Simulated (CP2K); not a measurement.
# GFN2-xTB run of CH7FOSi2 (SMILES CO[SiH2][SiH2]F)

What is the vertical ionisation energy of CH7FOSi2 at GFN2-xTB? 

The results are computed with CP2K 2026.2.

4 further runs of the same task are left out: 4 set aside as unsound or not needed.

### 1 The system as given

CH7FOSi2: 12 atoms, total charge 0, spin state singlet. As SMILES, `CO[SiH2][SiH2]F`. Geometry: a rough force-field guess. This is one conformer, not always the lowest.

Bond lengths: C1–O2 1.413 Å, O2–Si3 1.650 Å, Si3–Si4 2.269 Å, Si4–F5 1.623 Å, C1–H6 1.132 Å, C1–H7 1.032 Å, C1–H8 1.087 Å, Si3–H9 1.524 Å, Si3–H10 1.474 Å, Si4–H11 1.454 Å, Si4–H12 1.497 Å. Some angles: C1–O2–Si3 119.3°, O2–Si3–Si4 113.5°, Si3–Si4–F5 111.8°, O2–C1–H6 110.0°, O2–C1–H7 114.0°, O2–C1–H8 108.4°, O2–Si3–H9 107.2°, O2–Si3–H10 107.0°, Si4–Si3–H9 110.4°, Si4–Si3–H10 110.1°.

### 2 The energy at GFN2-xTB

qs.inp

```
&global
  project qs
  run_type ENERGY
  print_level MEDIUM
&end global

&force_eval
  method QS
  &dft
    # Quickstep
    &qs
      method XTB
      eps_default 1.0E-10
      &xtb
        gfn_type TBLITE
        &tblite
          method GFN2
        &end tblite
        check_atomic_charges F
      &end xtb
    &end qs
    &poisson
      periodic NONE
      poisson_solver ANALYTIC
    &end poisson
    &scf
      scf_guess ATOMIC
      eps_scf 1.0E-07
      max_scf 150
      added_mos 2
      &diagonalization
        algorithm STANDARD
      &end diagonalization
      &mixing
        method DIRECT_P_MIXING
        alpha 0.4
      &end mixing
      &smear ON
        method FERMI_DIRAC
        electronic_temperature [K] 300
      &end smear
    &end scf
    # extra output
    &print
      &moments
        periodic F
        reference COM
        max_moment 1
      &end moments
      &mo ON
        energies T
        occupation_numbers T
        ndigits 6
        &each
          qs_scf 0
        &end each
        add_last NUMERIC
      &end mo
      &hirshfeld OFF
      &end hirshfeld
    &end print
  &end dft
  # structure
  &subsys
    # vacuum box
    &cell
      abc 13 13.6 12
      periodic NONE
    &end cell
    &coord
      C      1.505100     1.714600     0.217600
      O      0.986800     0.470000    -0.205300
      Si    -0.483500    -0.025900     0.355300
      Si    -1.234600    -1.924500    -0.634700
      F     -1.481200    -1.717100    -2.225300
      H      1.694200     1.695400     1.333900
      H      0.920600     2.523400    -0.044900
      H      2.488300     1.846400    -0.228000
      H     -1.462500     1.117800     0.121500
      H     -0.342300    -0.234100     1.807900
      H     -2.506000    -2.354400    -0.074200
      H     -0.267000    -3.056700    -0.484400
    &end coord
    &topology
      &center_coordinates
      &end center_coordinates
    &end topology
  &end subsys
&end force_eval
```

Started as:

```sh
OMP_NUM_THREADS=1 cp2k.psmp -i qs.inp > qs.out 2>&1
```

The program printed:

```text
CP2K| version string:                                       CP2K version 2026.2
[...]
 GLOBAL| Method name                                                        CP2K
[...]
 GLOBAL| Run type                                                         ENERGY
[...]
                             - Atoms:                                         12
[...]
                             - Spherical basis functions:                     37
[...]
 Number of electrons:                                                         32
[...]
  *** SCF run converged in    19 steps ***
[...]
  Fermi energy:                                                -0.24095189154256
[...]
 TB_DIPOLE| Moment [Debye]         -0.08640756       0.66202597       2.03481855
 TB_DIPOLE| Derivative [a.u.]       0.00000000       0.00000000       0.00000000
[...]
 ENERGY| Total FORCE_EVAL ( QS ) energy [hartree]            -18.061896615524248
[...]
```

Run time: 0.86 s. Hardware: 1 thread of Intel Xeon 6975P-C (Granite Rapids), shared host; peak memory 0.19 GiB.

### 3 The doublet cation at the same level

job.inp

```
&GLOBAL
    PROJECT_NAME job
    RUN_TYPE ENERGY
    PRINT_LEVEL MEDIUM
&END GLOBAL

&FORCE_EVAL
    METHOD Quickstep
    &DFT
        CHARGE 1
        MULTIPLICITY 2
        UKS T
        &QS
            METHOD XTB
            EPS_DEFAULT 1.0E-10
            &XTB
                GFN_TYPE TBLITE
                &TBLITE
                    METHOD GFN2
                &END TBLITE
                CHECK_ATOMIC_CHARGES F
            &END XTB
        &END QS
        ! cluster boundary conditions
        &POISSON
            PERIODIC NONE
            POISSON_SOLVER ANALYTIC
        &END POISSON
        &SCF
            SCF_GUESS ATOMIC
            EPS_SCF 1.0E-07
            MAX_SCF 150
            ADDED_MOS 4
            &DIAGONALIZATION
                ALGORITHM STANDARD
            &END DIAGONALIZATION
            &MIXING
                METHOD DIRECT_P_MIXING
                ALPHA 0.4
            &END MIXING
            &SMEAR ON
                METHOD FERMI_DIRAC
                ELECTRONIC_TEMPERATURE [K] 300
            &END SMEAR
        &END SCF
        ! extra output
        &PRINT
            &MOMENTS
                PERIODIC F
                REFERENCE COM
                MAX_MOMENT 1
            &END MOMENTS
            &MO ON
                ENERGIES T
                OCCUPATION_NUMBERS T
                NDIGITS 6
                &EACH
                    QS_SCF 0
                &END EACH
                ADD_LAST NUMERIC
            &END MO
            &HIRSHFELD OFF
            &END HIRSHFELD
        &END PRINT
    &END DFT
    ! structure
    &SUBSYS
        &CELL
            ABC [angstrom] 13 13.6 12
            PERIODIC NONE
        &END CELL
        &COORD
            C      1.505100     1.714600     0.217600
            O      0.986800     0.470000    -0.205300
            Si    -0.483500    -0.025900     0.355300
            Si    -1.234600    -1.924500    -0.634700
            F     -1.481200    -1.717100    -2.225300
            H      1.694200     1.695400     1.333900
            H      0.920600     2.523400    -0.044900
            H      2.488300     1.846400    -0.228000
            H     -1.462500     1.117800     0.121500
            H     -0.342300    -0.234100     1.807900
            H     -2.506000    -2.354400    -0.074200
            H     -0.267000    -3.056700    -0.484400
        &END COORD
        &TOPOLOGY
            &CENTER_COORDINATES
            &END CENTER_COORDINATES
        &END TOPOLOGY
    &END SUBSYS
&END FORCE_EVAL
```

Started as:

```sh
OMP_NUM_THREADS=1 cp2k.psmp -i job.inp > job.out 2>&1
```

The program printed:

```text
CP2K| version string:                                       CP2K version 2026.2
[...]
 GLOBAL| Method name                                                        CP2K
[...]
 GLOBAL| Run type                                                         ENERGY
[...]
                             - Atoms:                                         12
[...]
                             - Spherical basis functions:                     37
[...]
 Number of electrons:                                                         16
[...]
  *** SCF run converged in    24 steps ***
[...]
  Fermi energy:                                                -0.58503103001628
[...]
 TB_DIPOLE| Moment [Debye]         -1.28847028      -0.27184613       3.91797967
 TB_DIPOLE| Derivative [a.u.]       0.00000000       0.00000000       0.00000000
[...]
 ENERGY| Total FORCE_EVAL ( QS ) energy [hartree]            -17.584094200357967
[...]
```

Run time: 0.93 s. Hardware: 1 thread of Intel Xeon 6975P-C (Granite Rapids), shared host; peak memory 0.19 GiB.

### 4 Results

At GFN2-xTB:

```
                                                   quantity         value
                             singlet CH7FOSi2: total energy  -18.06190 Eh
singlet CH7FOSi2: dipole moment (from atomic charges alone)        2.14 D
                              singlet CH7FOSi2: HOMO energy     -10.21 eV
                              singlet CH7FOSi2: LUMO energy      -5.68 eV
                            singlet CH7FOSi2: HOMO–LUMO gap       4.54 eV
                               doublet cation: total energy  -17.58409 Eh
         doublet cation: HOMO energy (highest over α and β)     -16.04 eV
          doublet cation: LUMO energy (lowest over α and β)     -15.79 eV
         vertical ionisation energy (to the doublet cation)     13.002 eV
```

What this shows: The vertical ionisation energy comes to 13.00 eV (300 kcal/mol). No empirical shift is applied, and without it xTB methods put this difference several eV too high. The dipole (singlet CH7FOSi2) comes from point charges on the atoms alone, without atomic dipoles, so it is partial.
